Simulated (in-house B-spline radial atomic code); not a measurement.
# Pd⁺: ionisation energy by several methods

One table from this session's results is given with a row withheld; the runs are named, their logs left out.

Program: in-house B-spline radial atomic code version 1. Level of theory: non-relativistic, several functionals, spin-polarised, exact exchange averaged over the configuration; spherical all-electron atom at the radial basis limit. These are calculated values, not measurements, unless marked.

## The atom as given

```
element       : palladium (Z = 46)
charge        : +1
electrons     : 45
configuration : [Kr] 4d9
nucleus       : point
```

The outer shells:

[Kr] 4d9
```
[Kr] core
4d [↑↓][↑↓][↑↓][↑↓][↑ ]
```

Where spins are not typed, each open shell is filled with up spins first.

Set-up of the first run:

Settings, as recorded:

```ini
Z = 46
electrons = 45.0
configuration = [Kr] 4d9
hamiltonian = nr
method = m062x
spin_polarised = True
exact_exchange = averaged over the configuration
```

On the command line:

```
> python run_scf.py task.json out
```

One command runs all members of the session, one after another, from task.json.

Steps of the session up to this table: M06-2X, a global hybrid; B3LYP, a global hybrid; r2SCAN0, a global hybrid; BHandHLYP, a global hybrid; PBE0, a global hybrid; HSE06, a range-separated hybrid.

One of the session's tables, all rows but one given; the rest of the session is left out.

```
   method  ΔSCF (eV)
   M06-2X     20.136
    B3LYP     20.460
  r2SCAN0     20.281
BHandHLYP          ?
     PBE0     20.283
    HSE06     20.285
```

Q: Estimate the row for BHandHLYP from the others.

The run gave: ΔSCF (eV): 19.978. In the column «ΔSCF (eV)» it is the lowest.

To keep in mind: These runs leave out relativity, which matters at this nuclear charge.
